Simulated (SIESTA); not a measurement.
## GaSb3 in SIESTA: the effect of strain zz

The system is GaSb3.

```xyz
4
Lattice="0.0000 3.7306 3.5814 3.7306 0.0000 3.5814 3.7306 3.7306 0.0000" Properties=species:S:1:pos:R:3 pbc="T T T"
Sb    3.7306    3.7306    3.5814
Sb    5.5959    5.5959    5.3721
Sb    1.8653    1.8653    1.7907
Ga    0.0000    0.0000    0.0000
```

The cell comes from a database or a generator and needn't be the stable form of this composition.

The cell isn't the ideal one: cell strained along z.

Alike in all runs:

```yaml
Program: SIESTA 5.4.2
Task: band structure
Functional: PBEsol
Potentials_or_basis: PseudoDojo 0.4 standard (PBEsol files)
Basis: DZP (energy shift 0.003 Ry; two zetas on semicore shells)
Grid_cutoff: 800 Ry
Energy_shift: 0.003 Ry
k_mesh: 6 × 6 × 6
Occupations: fermi-dirac, width 0.05 eV
Spin: no spin polarisation
```

```tsv
strain zz	pressure (GPa)
-0.04	0.3
-0.02	-1.0
0	-2.1
0.02	?
0.04	-3.9
```

Q: What does the run with strain zz 0.02 give?

A: Pressure -3.0 GPa.

Worked out: A parabola through the other rows of the pressure, of slope -44.7 GPa per unit of strain zz there, gives -3.1 GPa, against the run's -3.0.

Caveats: the basis of atomic orbitals isn't converged, which shifts pressures, moduli and gaps.
